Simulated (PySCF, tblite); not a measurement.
# C₇H₁₃NOSi: geometry, infrared bands and NMR shifts

Aim: predict the infrared bands and NMR shifts of C₇H₁₃NOSi (`C=C(C)CC(=O)C(=C)[SiH2]N`).

Programs: tblite 0.8.0 and PySCF 2.14.0, with density-fitted response routines of our own. Each step states its level of theory. These are calculated values for one molecule in the gas phase, unless marked as measured. Atoms count from 0, in the outputs and in this text.

### Step 1. Starting geometry

23 atoms, charge 0, multiplicity 1; geometry from: force field or distance geometry start.

Bonds of the start (Å): C0–C1 1.33, C1–C2 1.52, C1–C3 1.50, C3–C4 1.47, C4–O5 1.26, C4–C6 1.46, C6–C7 1.33, C6–Si8 1.82, Si8–N9 1.78, C0–H10 1.08, C0–H11 1.07, C2–H12 1.10, C2–H13 1.10, C2–H14 1.10, C3–H15 1.13, C3–H16 1.11, C7–H17 1.08, C7–H18 1.09, Si8–H19 1.49, Si8–H20 1.47, N9–H21 1.04, N9–H22 1.04.

### Step 2. Relaxing the molecule with GFN2-xTB

The job: settings as JSON, then the geometry in Å.

```
{"job": {"kind": "relax", "xc": "GFN2-xTB", "basis": "xTB"}, "charge": 0, "multiplicity": 1}
C      2.784500     1.253300     0.569200
C      2.107000     0.157400     0.252300
C      2.851200    -1.041900    -0.300700
C      0.621700     0.095100     0.469400
C     -0.093000    -0.167100    -0.790800
O      0.578200    -0.289300    -1.855800
C     -1.540800    -0.277000    -0.905100
C     -2.029200    -0.504900    -2.120900
Si    -2.692500    -0.138700     0.491600
N     -2.219800     1.005600     1.764900
H      2.271400     2.116400     0.973800
H      3.842900     1.248500     0.397300
H      2.835200    -0.935600    -1.397900
H      3.908700    -1.020300     0.017200
H      2.347700    -1.963600     0.039300
H      0.236700     1.065700     0.905300
H      0.368700    -0.687700     1.220900
H     -1.307000    -0.592200    -2.914900
H     -3.104000    -0.606100    -2.289300
H     -3.961700     0.406000    -0.063000
H     -2.962700    -1.482100     1.015000
H     -2.858600     1.822400     1.850800
H     -1.989500     0.563000     2.681600
```

Started as:

```sh
OMP_NUM_THREADS=1 python probes_run.py task.json out
```

One launch serves the whole session: the jobs run in the order shown.

**Question.** This job is followed by: GFN2-xTB harmonic vibrations, gas phase; GIAO PBE0/pcSseg-1 NMR shielding, non-relativistic, gas phase. What will the session give for the following? strongest single infrared mode (GFN2-xTB); zero-point energy (GFN2-xTB); 13C shifts against TMS (PBE0/pcSseg-1); 1H shifts against TMS (PBE0/pcSseg-1, means over atoms taken as alike); 17O shifts against H2O (PBE0/pcSseg-1); 29Si shifts against TMS (PBE0/pcSseg-1); 15N shifts against NH3 (PBE0/pcSseg-1).

The runs gave:

| quantity | value |
| --- | --- |
| strongest single infrared mode (GFN2-xTB) | 2179 cm⁻¹, 394 km/mol |
| zero-point energy (GFN2-xTB) | 112.6 kcal/mol |
| 13C shifts against TMS (PBE0/pcSseg-1) | 216.8, 161.0, 150.0, 134.0, 120.1, 56.3, 26.9 ppm |
| 1H shifts against TMS (PBE0/pcSseg-1, means over atoms taken as alike) | 6.22, 5.95, 5.30, 5.16, 5.06, 3.38, 2.05, 0.38 ppm |
| 17O shifts against H2O (PBE0/pcSseg-1) | 644.6 ppm |
| 29Si shifts against TMS (PBE0/pcSseg-1) | -44.7 ppm |
| 15N shifts against NH3 (PBE0/pcSseg-1) | 6.3 ppm |

**Reading.** Relaxing lowered the energy by 0.769 eV in 296 steps; the close pair that moved most is C6–Si8, from 1.816 to 1.901 Å. No mode is imaginary among the 63: a minimum at this level. The strongest single mode, at 2179 cm⁻¹, moves mainly H19. GFN2-xTB is a fitted tight-binding method: band positions and strengths are rough. Its intensities can rank the bands wrongly. The most deshielded carbon is C4 (ketone carbonyl carbon), at 216.8 ppm: the double bond to the heteroatom, with no lone-pair donor beside it, deshields it most. At PBE0/pcSseg-1: The widest tensor belongs to O5: span 1283 ppm, with a paramagnetic part of -714 ppm.
